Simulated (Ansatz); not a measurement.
Predict the output of the script below (Ansatz's Python interface).

`pt_elastic.py`:
```python
"""Stiffness tensor and moduli of Pt."""

from dataclasses import dataclass
from dataclasses import replace

import ansatz as az
import numpy as np


@dataclass(frozen=True)
class Settings:
    functional: str = "pbesol"
    vdw: str = "d3bj"
    filling: str = "Fermi-Dirac"
    smearing_width: float = 0.05
    kgrid: tuple[int, ...] = (19, 19, 19)


opts = Settings()


def main() -> None:
    lattice = az.Lattice.of(
        [-1.58422, 1.58422, 1.58422],
        [1.58422, -1.58422, 1.58422],
        [1.58422, 1.58422, -1.58422],
    )
    sites = [
        ("Pt", [0.0, 0.0, 0.0]),
    ]
    cell = az.Crystal(lattice=lattice)
    for symbol, position in sites:
        cell = cell.atom(symbol, position)

    base = (
        cell.calculation()
        .pseudopotentials("paw")
        .functional(opts.functional, dispersion=opts.vdw)
        .basis(18 * az.Ha)
        .occupations(opts.filling, width=opts.smearing_width)
        .kpoints(*opts.kgrid)
    )
    # first bring the cell to zero stress
    rest = base.relax(cell=True).run(threads=1, backend="cpu").lattice
    relaxed = az.Crystal(lattice=az.Lattice.of(rest.cell_ang))
    for site in rest.sites:
        relaxed = relaxed.atom(site.symbol, site.position_frac)
    base = replace(base, crystal=relaxed)
    print("relaxed volume {:.3f} A^3".format(abs(np.linalg.det(rest.cell_ang))))
    result = base.elastic("relaxed-ion").run(threads=1, backend="cpu")
    elastic = result.elastic

    print(np.array2string(np.round(elastic.c_gpa, 1) + 0.0, suppress_small=True))
    print("Voigt stress of the unstrained cell (GPa, tension positive):", np.round(elastic.sigma0_gpa, 3) + 0.0)
    print("smallest eigenvalue of C:", round(elastic.stability.min_eigenvalue_gpa, 1), "GPa; tensor positive definite:", elastic.stability.min_eigenvalue_gpa > 0)
    # averaged moduli need a positive definite tensor
    if elastic.stability.min_eigenvalue_gpa > 0:
        m = elastic.moduli
        print(f"K = {m.k_hill_gpa:.1f}, G = {m.g_hill_gpa:.1f}, E = {m.youngs_gpa:.1f} GPa, Poisson ratio {m.poisson:.3f}, K/G = {m.k_hill_gpa / m.g_hill_gpa:.2f}")


if __name__ == "__main__":
    main()
```

```console
$ python pt_elastic.py
relaxed volume 14.793 A^3
[[200.4 354.5 354.5   0.    0.    0. ]
 [354.5 200.4 354.5   0.    0.    0. ]
 [354.5 354.5 200.4   0.    0.    0. ]
 [  0.    0.    0.  184.6   0.    0. ]
 [  0.    0.    0.    0.  184.6   0. ]
 [  0.    0.    0.    0.    0.  184.6]]
Voigt stress of the unstrained cell (GPa, tension positive): [0.016 0.016 0.016 0.    0.    0.   ]
smallest eigenvalue of C: -154.0 GPa; tensor positive definite: False
```

Reading the output:
- Dispersion corrections can be off by several per cent in the lattices of metals, and by several GPa in the pressure at a fixed cell.
- Spin-orbit coupling, which matters for elements this heavy, is left out.
- This isn't the structure that Pt takes at ambient conditions.
- Shear constants of a metal converge slowly with the k-point mesh and can be wrong in sign on a coarse one; the constants belong to the cell that was strained.
- The whole script took 86 s on 1 thread of Intel(R) Xeon(R) Processor @ 2.30GHz, on a shared host, peak memory 0.72 GiB.

(A comment or docstring line of the script was reworded after the run, the code is as it ran.)
